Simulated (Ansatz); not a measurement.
## AlSn: relaxation of cell and atoms with revPBE

The system is AlSn.

```
Sn Al
1.0
     4.19811    0.00000    0.00000
    -2.09905    3.63567    0.00000
     0.00000    0.00000    3.30685
Sn Al
1 1
Cartesian
  0.0000 2.4238 1.6534
  0.0000 0.0000 0.0000
```

The cell comes from a database or a generator and needn't be the stable form of this composition.

| Property | Result |
| --- | --- |
| Program | Ansatz 0.2.0 |
| Task | relaxation of cell and atoms |
| Functional | revPBE |
| Potentials or basis | Ansatz PAW |
| Cutoff | 420 eV (not typed: the program's choice for these potentials) |
| k mesh | 7 × 7 × 8 |
| Occupations | fermi-dirac, width 0.05 eV |
| Spin | no spin polarisation |

* Relaxed volume: 25.83 Å³/atom
* Relaxed cell: a = 4.231 Å, b = 4.231 Å, c = 3.332 Å, α = 90.00°, β = 90.00°, γ = 120.00°
* Space group after relaxing (to 0.05 Å): P-6m2 (No. 187)
* Energy gained by relaxing: 2.1 meV/atom
* Ionic steps: 4
* Pressure after relaxing: 0.0 GPa
* Band gap on the k mesh: none (metal or under the smearing width)

The path:
```
step  energy change (eV)  largest force (eV/Å)  volume (Å³)
   1              0.0000                0.0000        50.47
   2             -0.0032                0.0000        52.03
   3             -0.0038                0.0000        51.66
   4             -0.0041                0.0000        51.66
```

Final structure:
```xyz
2
Lattice="4.2311 0.0000 0.0000 -2.1156 3.6643 0.0000 0.0000 0.0000 3.3318" Properties=species:S:1:pos:R:3 pbc="T T T"
Sn    0.0000    2.4428    1.6659
Al    0.0000    0.0000    0.0000
```

Levels at points of the mesh, in eV from the Fermi level:
```csv
k point,band 4,band 5,band 6,band 7,band 8,band 9,band 10,band 11,band 12,band 13
"(0.00, 0.00, 0.00)",-21.27,-21.27,-10.29,-0.22,-0.22,0.61,2.57,3.10,3.10,5.13
"(0.00, 0.00, -0.50)",-21.28,-21.22,-7.33,-6.11,2.67,2.67,3.52,3.52,3.66,4.09
```

Run time: 5.4 s on 2 threads of AMD EPYC 7R43 64-Core Processor (Zen 3), with other jobs on the host, peak memory 0.39 GiB.

Caveat: the plane-wave basis is chosen anew once the cell has moved, so the energies of steps on either side of that aren't comparable; the PAW data sets come from PBE, with cores solved anew for the run's functional, which leaves a small shift of forces and pressure.
